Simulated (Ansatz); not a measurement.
# BGaH₇NSi: one species, many methods

The task here is to estimate one member of a computed series from the others.

The runs use Ansatz 0.2.0, Gaussian basis; functionals in def2-TZVPP, the program's frozen cores in correlated methods.

Plan: LDA (SPW92), PBE-D4, revPBE-D4, BLYP-D4, r2SCAN-D4, B97M-V, PBE0-D4, B3LYP-D4, r2SCANh-D4, r2SCAN0-D4, HSE06-D4, BHLYP-D4, CAM-B3LYP-D4, LC-ωPBE, ωB97X-V, ωB97M-V, B2PLYP, PBE-QIDH; CCSD(T)/def2-SVP; CCSD(T)/def2-TZVPP; MP2/def2-QZVPP; extrapolation to the limit; RPA on PBE.

### Structure used throughout

The geometry comes from an earlier relaxation with PBE0-D4 in a triple-zeta def2 set; it is a stationary point, not always the lowest conformer.

SMILES `[NH2][GaH][BH][SiH3]`, 11 atoms, charge 0, spin multiplicity 1.

Atoms are counted from 1 here; the program's logs count them from 0.

Bond lengths: N1–Ga2 1.819 Å, N1–H5 1.006 Å, N1–H6 1.005 Å, Ga2–B3 2.073 Å, Ga2–H7 1.571 Å, B3–Si4 2.003 Å, B3–H8 1.199 Å, Si4–H9 1.498 Å, Si4–H10 1.489 Å, Si4–H11 1.489 Å. Angles: Ga2–N1–H5 123.3°, Ga2–N1–H6 124.9°, H5–N1–H6 111.8°, N1–Ga2–B3 120.4°, N1–Ga2–H7 113.7°, B3–Ga2–H7 125.9°, Ga2–B3–Si4 123.2°, Ga2–B3–H8 119.7°, Si4–B3–H8 117.0°, B3–Si4–H9 103.0°, B3–Si4–H10 114.2°, B3–Si4–H11 115.6°, H9–Si4–H10 107.2°, H9–Si4–H11 107.8°, H10–Si4–H11 108.3°.

The first run:

File in.yaml:

```yaml
crystal:
  periodic: [false, false, false]
  atoms:
    - {symbol: N, position_ang: [-0.896001, 2.288741, 0.499445]}
    - {symbol: Ga, position_ang: [0.583858, 1.239590, 0.639971]}
    - {symbol: B, position_ang: [0.406502, -0.825679, 0.680474]}
    - {symbol: Si, position_ang: [0.179854, -1.938714, -0.969333]}
    - {symbol: H, position_ang: [-0.860910, 3.293829, 0.484292]}
    - {symbol: H, position_ang: [-1.841470, 1.948184, 0.470659]}
    - {symbol: H, position_ang: [1.930242, 2.048634, 0.678875]}
    - {symbol: H, position_ang: [0.383019, -1.400251, 1.732777]}
    - {symbol: H, position_ang: [-1.306971, -1.991766, -1.139780]}
    - {symbol: H, position_ang: [0.743239, -1.323702, -2.202801]}
    - {symbol: H, position_ang: [0.678639, -3.338876, -0.874569]}
basis:
  gaussian: {orbitals: def2-TZVPP}
hamiltonian: {xc: lda}
output: {orbitals: {seedname: orbitals}}
```

Started as:

```bash
ansatz run in.yaml --threads 4 --pin off --events-out ev --progress --plain --max-ram 10444MiB
```

Steps of the session up to this table: LDA; PBE-D4 (GGA); revPBE-D4 (GGA); BLYP-D4 (GGA); r2SCAN-D4 (meta-GGA); B97M-V (meta-GGA); B3LYP-D4 (hybrid); r2SCANh-D4 (hybrid); r2SCAN0-D4 (hybrid); HSE06-D4 (hybrid); BHLYP-D4 (hybrid); CAM-B3LYP-D4 (range-separated); LC-ωPBE (range-separated); ωB97X-V (range-separated); ωB97M-V (range-separated); B2PLYP (double hybrid); PBE-QIDH (double hybrid).

One of the session's tables, all rows but one given; the rest of the session is left out.

It belongs to the step «Frontier levels by functional». 

| functional | HOMO (eV) | LUMO (eV) | gap (eV) |
| --- | --- | --- | --- |
| LDA (SPW92) | -6.17 | -3.84 | 2.32 |
| PBE-D4 | -5.98 | -3.61 | 2.37 |
| revPBE-D4 | -5.90 | -3.50 | 2.40 |
| BLYP-D4 | -5.85 | -3.41 | 2.44 |
| r2SCAN-D4 | -6.23 | -3.34 | 2.89 |
| B97M-V | -6.30 | -3.45 | 2.85 |
| PBE0-D4 | -7.25 | -2.67 | 4.58 |
| B3LYP-D4 | -7.03 | -2.83 | 4.20 |
| r2SCANh-D4 | -6.71 | -3.02 | 3.70 |
| r2SCAN0-D4 | -7.43 | -2.53 | 4.90 |
| HSE06-D4 | -6.85 | -3.05 | 3.80 |
| BHLYP-D4 | -8.36 | -1.60 | 6.76 |
| CAM-B3LYP-D4 | -8.61 | -1.51 | 7.10 |
| LC-ωPBE | -9.96 | -0.36 | 9.60 |
| ωB97X-V | -9.60 | -0.48 | 9.12 |
| ωB97M-V | ? | ? | ? |

Estimate the missing values for ωB97M-V.

The run gave: HOMO (eV): -9.43; LUMO (eV): -0.72; gap (eV): 8.71. In the column «HOMO (eV)» it lies between ωB97X-V (-9.60) and CAM-B3LYP-D4 (-8.61).
